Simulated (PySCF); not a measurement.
# C3H12SeSi2: electronic excitations

Aim: predict the electronic excitations of C3H12SeSi2 (`CCC[SiH2][Se][SiH3]`).

Programs: PySCF 2.14.0, with density-fitted response routines of our own. Each step states its level of theory. These are calculated values for one molecule in the gas phase, unless marked as measured. Atoms count from 0, in the outputs and in this text.

**1. The starting structure**

18 atoms, charge 0, multiplicity 1; geometry from: GFN2-xTB.

Bonds of the start (Å): C0–C1 1.52, C1–C2 1.52, C2–Si3 1.90, Si3–Se4 2.30, Se4–Si5 2.27, C0–H6 1.09, C0–H7 1.09, C0–H8 1.09, C1–H9 1.09, C1–H10 1.09, C2–H11 1.09, C2–H12 1.09, Si3–H13 1.46, Si3–H14 1.46, Si5–H15 1.45, Si5–H16 1.46, Si5–H17 1.46.

**2. Excited states and response: PBE0/def2-SVPD**

The job: settings as JSON, then the geometry in Å.

```
{"job": {"kind": "uv", "xc": "PBE0", "basis": "def2-SVPD", "nstates": 8, "ntriplets": 3}, "charge": 0, "multiplicity": 1}
C     -2.590641     0.979844     0.091476
C     -2.338267    -0.475249    -0.274942
C     -0.966052    -0.963109     0.177053
Si     0.491652    -0.048527    -0.620099
Se     2.344364    -1.304355    -0.086316
Si     4.054600     0.075817    -0.671896
H     -3.608651     1.266617    -0.162412
H     -2.448846     1.131813     1.159015
H     -1.906782     1.635153    -0.442149
H     -2.430651    -0.596829    -1.356064
H     -3.107682    -1.096040     0.192252
H     -0.892367    -0.876276     1.263754
H     -0.871561    -2.027652    -0.051890
H      0.394402     0.014717    -2.080261
H      0.734422     1.293454    -0.085210
H      5.207051    -0.442399     0.048039
H      4.229757     0.011157    -2.118540
H      3.696494     1.428181    -0.258227
```

Level: TDDFT PBE0/def2-SVPD, vertical, gas phase, core orbitals frozen in the response.

The run is started by

```bash
OMP_NUM_THREADS=1 python probes_run.py task.json out
```

The driver reads the jobs from task.json and runs them one after another.

Standard output:

```text
coarse grid: 65360 points
cycle   1  E = -3100.8574305204  dE = -7.228e-01  |g| = 3.787e-01  |ddm| = 5.235e+00
cycle   2  E = -3100.8495037425  dE =  7.927e-03  |g| = 4.082e-01  |ddm| = 1.252e+00
cycle   3  E = -3100.8979343534  dE = -4.843e-02  |g| = 5.411e-02  |ddm| = 6.285e-01
cycle   4  E = -3100.8984994815  dE = -5.651e-04  |g| = 1.287e-02  |ddm| = 9.666e-02
cycle   5  E = -3100.8985336298  dE = -3.415e-05  |g| = 6.029e-03  |ddm| = 2.962e-02
cycle   6  E = -3100.8985426690  dE = -9.039e-06  |g| = 7.009e-04  |ddm| = 9.374e-03
final grid: 135016 points
cycle   7  E = -3100.8984517214  dE = -1.015e-07  |g| = 7.533e-04  |ddm| = 9.942e-03
cycle   8  E = -3100.8984516364  dE =  8.499e-08  |g| = 9.243e-04  |ddm| = 2.689e-03
cycle   9  E = -3100.8984518639  dE = -2.275e-07  |g| = 5.980e-05  |ddm| = 1.457e-03
cycle  10  E = -3100.8984518648  dE = -9.532e-10  |g| = 8.410e-06  |ddm| = 1.125e-04
converged SCF energy = -3100.8984518648

Static polarisability (au): isotropic 122.953, principal 98.245 110.756 159.859

Singlet excitations
state   eV       nm        f      main configurations
  1   5.2360    236.8   0.01944   H->L 0.98
  2   5.3932    229.9   0.00039   H->L+1 0.94
  3   5.8431    212.2   0.00033   H->L+2 0.95
  4   6.2358    198.8   0.00452   H->L+3 0.94
  5   6.6111    187.5   0.01553   H->L+5 0.76, H-1->L+1 0.11
  6   6.6437    186.6   0.01491   H->L+4 0.92
  7   6.8088    182.1   0.08751   H-1->L 0.91
  8   6.9275    179.0   0.00381   H->L+6 0.49, H->L+7 0.29

Triplet excitations (Tamm-Dancoff, eV): 4.8940 5.1053 5.6901
```

Wall time 2 min (1 thread of Arm Neoverse N1, shared host); peak memory 1.1 GiB.

Frontier orbitals and where they lie:

```
orbital     eV                         atoms
 HOMO−3  -9.34   Se4 23 %, C2 13 %, Si5 11 %
 HOMO−2  -8.53   C2 23 %, Si3 18 %, Se4 15 %
 HOMO−1  -8.13  Se4 61 %, Si3 13 %, Si5 11 %
   HOMO  -6.68    Se4 73 %, Si5 9 %, Si3 9 %
   LUMO  -0.19  Se4 26 %, Si5 22 %, Si3 14 %
 LUMO+1   0.02  Se4 33 %, Si5 17 %, Si3 13 %
 LUMO+2   0.48  Si5 26 %, Si3 20 %, Se4 15 %
```

With each of the 8 states as a Gaussian band of 0.4 eV half-width at 1/e, the curve within the window shown has maxima at 237 nm (ε 800), 184 nm (ε 4,800) L/(mol cm). Beyond the last state computed it falls off for lack of states. The curve at chosen wavelengths:

(nm, ε (L/mol/cm)): (172, 1403), (176, 2885), (180, 4266), (183, 4740), (187, 4390), (191, 3296), (195, 2092), (199, 1177), (202, 730), (206, 386), (210, 234), (214, 205), (218, 264), (221, 352), (225, 502), (229, 653), (233, 763), (237, 802), (240, 782), (244, 699), (248, 576), (252, 441), (256, 315), (259, 236), (263, 152), (267, 94)

Leading natural transition orbitals of singlet state 7: the hole lies on Se4 62 %; Si3, Si5 about 8 % each; H14, H17 about 6 % each; the particle on Se4 24 %; H15 16 %; Si3, Si5 about 11 % each.

Leading natural transition orbitals of singlet state 1: the hole lies on Se4 80 %; the particle on Se4 23 %; H15 15 %; Si3, Si5 about 11 % each.

Ground-state properties from the same run:

```
           property  computed
  dipole moment (D)      1.50
polarisability (Å³)     18.22
 HOMO–LUMO gap (eV)      6.49
      −ε(HOMO) (eV)      6.68
```

The fields below are evaluated on a grid from the run's orbitals.

Frontier orbitals at PBE0/def2-SVPD, with the share of their density that lies nearest to each atom:

```
orbital  energy (eV)                                       lies on
   HOMO        -6.68                                      Se4 80 %
   LUMO        -0.19  Se4 22 %; H15 15 %; Si3, Si5 about 10 % each
```

ELF in a plane through or near 8 of the atoms.

Ten even steps from '0' (0.00) to '9' (1.00):
```
0000000000000000000000000000
0000000000000000000000000000
0000000001100000000000000000
0000000145410027400000000000
0000000268740089900000000000
0000000487760199911781000000
0000100462261179815996000000
0005752646474572478997000000
0017982672383493775981000000
0016963186672278754510000000
0003617533342133179531000000
0000211251077750152599300000
0000028991099980792799600000
0000039991099950997799400000
0000029990079910996276000000
0000003630003100351000000000
0000000000000000000000000000
0000000000000000000000000000
0000000000000000000000000000
0000000000000000000000000000
```
The map spans 15.5 Å across and 9.3 Å up, centred on the molecule. Atoms in the plane (x, y in Å): C0 (2.6, -0.9), C2 (1.0, 1.0), Se4 (-2.3, 1.3), Si5 (-4.1, -0.1), H6 (3.6, -1.2), H8 (1.9, -1.6), H10 (3.1, 1.2), H12 (0.9, 2.1).

log10 of the density (e/Å³) in the same plane.

Values, 10 rows by 14 columns:
```
-4.0 -4.0 -4.0 -4.0 -4.0 -4.0 -4.0 -4.0 -4.0 -4.0 -4.0 -4.0 -4.0 -4.0
-4.0 -4.0 -4.0 -3.5 -2.5 -2.3 -3.0 -2.8 -2.7 -3.6 -4.0 -4.0 -4.0 -4.0
-4.0 -4.0 -3.5 -2.4 -1.3 -1.1 -1.9 -1.3 -1.2 -2.4 -2.7 -3.8 -4.0 -4.0
-4.0 -3.1 -2.1 -1.5 -0.2  0.3 -1.1 -0.4 -0.1 -0.8 -1.1 -3.0 -4.0 -4.0
-4.0 -2.4 -0.9 -0.5 -0.1  0.1 -0.4  0.0  0.2  0.2 -0.8 -2.8 -4.0 -4.0
-4.0 -2.4 -0.9  1.6 -0.5 -0.9  0.2 -0.5 -0.8  0.2 -0.8 -2.4 -4.0 -4.0
-4.0 -3.0 -1.6 -0.4 -0.6 -1.4  0.0 -0.8 -0.7  0.6  0.1 -1.9 -3.9 -4.0
-4.0 -4.0 -2.5 -1.3 -1.3 -2.1 -1.3 -1.7 -1.1 -0.8 -1.3 -2.5 -4.0 -4.0
-4.0 -4.0 -3.6 -2.8 -2.8 -3.3 -2.9 -3.1 -2.7 -2.5 -3.0 -3.8 -4.0 -4.0
-4.0 -4.0 -4.0 -4.0 -4.0 -4.0 -4.0 -4.0 -4.0 -4.0 -4.0 -4.0 -4.0 -4.0
```
The map spans 15.5 Å across and 9.3 Å up, centred on the molecule. Atoms in the plane (x, y in Å): C0 (2.6, -0.9), C2 (1.0, 1.0), Se4 (-2.3, 1.3), Si5 (-4.1, -0.1), H6 (3.6, -1.2), H8 (1.9, -1.6), H10 (3.1, 1.2), H12 (0.9, 2.1).

On the surface of density 0.002 e/bohr³ the electrostatic potential runs, from the 1st to the 99th percentile, from -0.90 V near Se4 to 0.97 V near H17.

**3. Outcome**

```
                                quantity                        value
         lowest singlet (PBE0/def2-SVPD)  5.24 eV (237 nm), f = 0.019
brightest single state of those computed  state 7, 6.81 eV, f = 0.088
                          lowest triplet                      4.89 eV
   surface potential, 1st and 99th percentile           -0.90 V and 0.97 V
```

**Reading.** The first singlet state (HOMO→LUMO 0.98) lies at 5.24 eV and is weak; of the 8 states computed, the strongest absorption comes from state 7 at 6.81 eV. The lowest triplet lies 0.34 eV below the lowest singlet (triplets in Tamm-Dancoff, singlets in full TDDFT). States above −ε(HOMO) lie where TDDFT describes them poorly and they hang on the basis; the brightest is among them.
